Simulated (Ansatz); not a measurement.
This script drives Ansatz 0.2.0, Python API.

Script `run_pa.py`:
```python
"""Adding a proton to CH4OTe."""

import ansatz as az
import numpy as np

config = {
    "basis_set": "def2-SVP",
    "xc": "pbe0",
    "dispersion": "d3bj",
    "net_charge": 1,
    "force_tol": 0.01,
}


def main() -> None:
    system = (
        az.Crystal.molecule()
        .atom("O", (-1.2632, 0.5427, -0.6234))
        .atom("C", (-0.223, 0.305, 0.1912))
        .atom("Te", (1.2241, -0.8135, -0.9031))
        .atom("H", (-1.6706, -0.2744, -0.8258))
        .atom("H", (-0.545, -0.2715, 1.07))
        .atom("H", (0.2356, 1.2782, 0.5262))
        .atom("H", (2.3034, -0.8345, 0.5192))
    )

    calculation = (
        system.calculation()
        .basis(gaussian=config["basis_set"])  # the orbital basis, by name
        .functional(config["xc"], dispersion=config["dispersion"])
    )
    symbols = [site.symbol for site in system.cartesian_sites]
    start = np.array([site.position_ang for site in system.cartesian_sites], dtype=float)
    summary = calculation.relax(force_tolerance=0.01, max_steps=100).run().report
    end = np.array(summary["positions_ang"])

    # start the new hydrogen opposite the existing bonds
    away = sum((end[0] - end[j]) / np.linalg.norm(end[0] - end[j]) for j in [1, 3]) + np.array([0.15, 0.1, -0.2])
    proton = end[0] + 1.0 * away / np.linalg.norm(away)
    acid = az.Crystal.molecule()
    for symbol, place in zip(symbols, end):
        acid = acid.atom(symbol, place.tolist())
    acid = acid.atom("H", proton.tolist())
    protonated = (
        acid.calculation()
        .basis(gaussian=config["basis_set"])
        .functional(config["xc"], dispersion=config["dispersion"])
        .charge(config["net_charge"])
        .relax(force_tolerance=config["force_tol"], max_steps=80)  # relax until the tolerances are met
    )
    after = protonated.run().report
    xyz = np.array(after["positions_ang"])
    reach = np.linalg.norm(xyz[:-1] - xyz[-1], axis=1)
    print(f"base {summary['free_energy_ev']:.5f} eV, protonated {after['free_energy_ev']:.5f} eV")
    print(f"the proton ends {reach.min():.3f} A from {symbols[reach.argmin()]}{reach.argmin()}")
    print(f"electronic proton affinity {23.060548 * (summary['free_energy_ev'] - after['free_energy_ev']):.1f} kcal/mol")


if __name__ == "__main__":
    main()
```

It is started by `python run_pa.py`. Estimate its wall time and peak memory on 1 thread of Arm Neoverse V1, with other jobs on the host.

It took about 2.7 min, with a peak of 0.24 GiB, for 2 runs of the engine.

```console
$ python run_pa.py
base -10436.14858 eV, protonated -10444.44306 eV
the proton ends 0.979 A from O0
electronic proton affinity 191.3 kcal/mol
```

Notes:
- Total energies depend on the basis set; only differences at equal settings carry meaning.
- The proton is put on one chosen atom, which needn't be the most basic site, so the molecule's proton affinity can be higher; the ends are stationary points, not checked by frequencies, and zero-point and thermal terms count only where printed.
- def2 sets replace the cores of elements past krypton by effective core potentials.

(A comment or docstring line of the script was reworded after the run, the code is as it ran.)
